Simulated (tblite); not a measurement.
# C4H14N2OSi2: the cost of one run

Computed with tblite 0.8.0 and PySCF 2.14.0, with density-fitted response routines of our own, on a single molecule in the gas phase. Atoms are numbered from 0 throughout.

## Step 1: Starting geometry

23 atoms, charge 0, multiplicity 1; geometry from: force field or distance geometry start.

Bonds of the start (Å): C0–N1 1.46, N1–Si2 1.68, Si2–C3 1.93, C3–C4 1.56, C4–Si5 1.94, Si5–C6 1.83, Si5–N7 1.70, Si5–O8 1.71, O8–Si2 1.70, C0–H9 1.09, C0–H10 1.09, C0–H11 1.09, N1–H12 1.04, Si2–H13 1.47, C3–H14 1.10, C3–H15 1.08, C4–H16 1.10, C4–H17 1.10, C6–H18 1.09, C6–H19 1.10, C6–H20 1.09, N7–H21 1.02, N7–H22 1.02.

## Step 2: Geometry optimisation with GFN2-xTB

What the job is given:

```
{"job": {"kind": "relax", "xc": "GFN2-xTB", "basis": "xTB"}, "charge": 0, "multiplicity": 1}
C      3.564900    -0.088700     1.144900
N      2.113600    -0.174600     1.322400
Si     1.028100    -0.715300     0.166300
C      0.728000     0.569000    -1.246800
C     -0.797600     0.580500    -1.552500
Si    -1.758900     0.095800     0.055700
C     -3.228800    -0.943000    -0.280300
N     -2.099900     1.466100     1.003700
O     -0.503400    -0.691800     0.910000
H      4.001700    -1.072500     0.986500
H      4.012600     0.346600     2.038200
H      3.807000     0.560100     0.302300
H      1.923800    -0.691100     2.200300
H      1.352100    -2.071600    -0.314300
H      1.032000     1.557500    -0.870700
H      1.316000     0.331000    -2.117900
H     -1.113800     1.561000    -1.936400
H     -1.027000    -0.183700    -2.315700
H     -2.962600    -1.838700    -0.840000
H     -3.699500    -1.275900     0.658300
H     -3.984700    -0.394500    -0.851400
H     -2.479300     1.157000     1.897300
H     -1.228900     1.943800     1.243500
```

Started as:

```console
OMP_NUM_THREADS=1 python probes_run.py task.json out
```

One launch serves the whole session: the jobs run in the order shown.

**Question.** How long does this first job take on 1 thread of Arm Neoverse N1, shared host?

About 1.5 s.
